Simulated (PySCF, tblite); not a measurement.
# C₆H₁₃PS: geometry, infrared bands and NMR shifts

Wanted: the infrared bands and NMR shifts of C₆H₁₃PS (`CC(C)[C@@H]1CC[P@@H]1=S`), by calculation.

Computed with tblite 0.8.0 and PySCF 2.14.0, with density-fitted response routines of our own, on a single molecule in the gas phase. Atoms are numbered from 0 throughout.

**1. Starting geometry**

21 atoms, charge 0, multiplicity 1; geometry from: force field or distance geometry start.

Bonds of the start (Å): C0–C1 1.51, C1–C2 1.52, C1–C3 1.49, C3–C4 1.53, C4–C5 1.53, C5–P6 1.83, P6–S7 1.71, P6–C3 1.80, C0–H8 1.11, C0–H9 1.11, C0–H10 1.10, C1–H11 1.12, C2–H12 1.11, C2–H13 1.12, C2–H14 1.09, C3–H15 1.11, C4–H16 1.10, C4–H17 1.09, C5–H18 1.09, C5–H19 1.11, P6–H20 1.40.

**2. Optimising the geometry with GFN2-xTB**

The job: settings as JSON, then the geometry in Å.

```
{"job": {"kind": "relax", "xc": "GFN2-xTB", "basis": "xTB"}, "charge": 0, "multiplicity": 1}
C     -1.779600     1.403900    -0.366500
C     -1.091300     0.059300    -0.404600
C     -1.555100    -0.845600     0.728100
C      0.387500     0.173900    -0.526100
C      1.174500    -1.143600    -0.547300
C      2.391500    -0.236400    -0.347400
P      1.350100     0.529900     0.950900
S      1.181700    -0.502200     2.299300
H     -1.044300     2.221900    -0.523600
H     -2.270500     1.502900     0.626100
H     -2.559200     1.399100    -1.147300
H     -1.440800    -0.461400    -1.335800
H     -1.119500    -1.862000     0.629800
H     -2.665200    -0.919400     0.638000
H     -1.304200    -0.412200     1.695600
H      0.704800     0.871300    -1.328100
H      1.027500    -1.700400     0.386700
H      1.157700    -1.698000    -1.489100
H      3.298500    -0.716000     0.025700
H      2.526700     0.472500    -1.186400
H      1.620400     1.879400     1.221400
```

On the command line:

```console
> OMP_NUM_THREADS=1 python probes_run.py task.json out
```

This one command runs all jobs of the session in turn.

**Question.** This job is followed by: GFN2-xTB harmonic vibrations, gas phase; GIAO PBE0/pcSseg-1 NMR shielding, non-relativistic, gas phase. Predict these results of the whole session: strongest single infrared mode (GFN2-xTB); zero-point energy (GFN2-xTB); 13C shifts against TMS (PBE0/pcSseg-1); 1H shifts against TMS (PBE0/pcSseg-1, means over atoms taken as alike); 31P shifts against H3PO4 (PBE0/pcSseg-1); 33S shifts against CS2 (PBE0/pcSseg-1).

As calculated:

| quantity | value |
| --- | --- |
| strongest single infrared mode (GFN2-xTB) | 2193 cm⁻¹, 201 km/mol |
| zero-point energy (GFN2-xTB) | 110.9 kcal/mol |
| 13C shifts against TMS (PBE0/pcSseg-1) | 60.2, 40.3, 35.7, 23.0, 20.9, 20.1 ppm |
| 1H shifts against TMS (PBE0/pcSseg-1, means over atoms taken as alike) | 7.51, 2.84, 2.69, 2.57, 2.18, 1.90, 1.85, 1.64, 1.37 ppm |
| 31P shifts against H3PO4 (PBE0/pcSseg-1) | -6.7 ppm |
| 33S shifts against CS2 (PBE0/pcSseg-1) | -182 ppm |

In words: The optimisation took 144 steps and gained 2.997 eV; among the close pairs (by a distance rule), P6–S7 changed most, from 1.706 to 1.932 Å. No mode is imaginary among the 57: a minimum at this level. The strongest single mode, at 2193 cm⁻¹, moves mainly H20. GFN2-xTB is a fitted tight-binding method: band positions and strengths are rough. Its intensities can rank the bands wrongly.
